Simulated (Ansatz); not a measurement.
# TiSi2: the cost of one run

Computed with Ansatz 0.2.0 (DFT PBEsol, scalar-relativistic, plane waves, PAW, unless a step's input says otherwise).

1 further run of the same task is left out (set aside as unsound or not needed). Runs told in other sessions of the task aren't counted.

### 1 Starting point

The structure is orthorhombic, space group Immm (No. 71). The conventional cell has a = 2.934 Å, b = 3.389 Å, c = 8.335 Å, α = 90.00°, β = 90.00°, γ = 90.00°. Ti (site symmetry mmm) is surrounded by 10 Si at 2.65 to 2.75 Å and 2 Ti at 2.93 Å. Si (site symmetry mm2) is surrounded by 7 Si at 2.61 to 2.93 Å and 5 Ti at 2.65 to 2.75 Å.

Structure file:

```
CELL_PARAMETERS angstrom
-1.46704 1.69434 4.16747
1.46704 -1.69434 4.16747
1.46704 1.69434 -4.16747
ATOMIC_POSITIONS crystal
Ti 0.00000 0.00000 0.00000
Si 0.33038 0.33038 0.00000
Si 0.66962 0.66962 0.00000
```

It goes back to an entry of the Materials Project, which need not be the stable form.

It is the result of an earlier relaxation at this level (volume 13.81 Å³/atom; gap on the mesh: none (metal)).

### 2 Zero of energy

Reference values: F = -3718.3998 eV; pressure 0.01 GPa; largest force 0.011 eV/Å; gap on the mesh none (metal). It was computed beforehand with the settings of the runs below.

### 3 Next: a two-dimensional strain map

The cell is strained by p along both x and y and by q along z, with fractional coordinates fixed.

### 4 p = -0.050, q = -0.050

input.yaml

```yaml
crystal:
  lattice:
    - [-1.393684938, 1.6096184912, 3.9590951042]
    - [1.393684938, -1.6096184912, 3.9590951042]
    - [1.393684938, 1.6096184912, -3.9590951042]
  atoms:
    - { symbol: Ti, position: [0.0, 0.0, 0.0] }
    - { symbol: Si, position: [0.3303789149, 0.3303789149, 0.0] }
    - { symbol: Si, position: [0.6696210851, 0.6696210851, 0.0] }
basis:
  ecutwfc: 420
kpoints:
  mp_grid: { grid: [22, 22, 22] }
hamiltonian:
  xc: pbesol
scf:
  occupations: { method: gaussian, width: 0.15 }
output:
  forces: true
  stress: true
  eigenvalues: true
```

The run is started by

```console
> ansatz run input.yaml --threads 2 --pin off --max-ram 5120MiB --backend cpu --events-out ev --progress --plain --runs-dir out
```

**Question.** How long does this run take on 2 threads of Arm Neoverse V2, shared host, and how much memory does it need?

About 18 s, with a peak of 0.91 GiB.
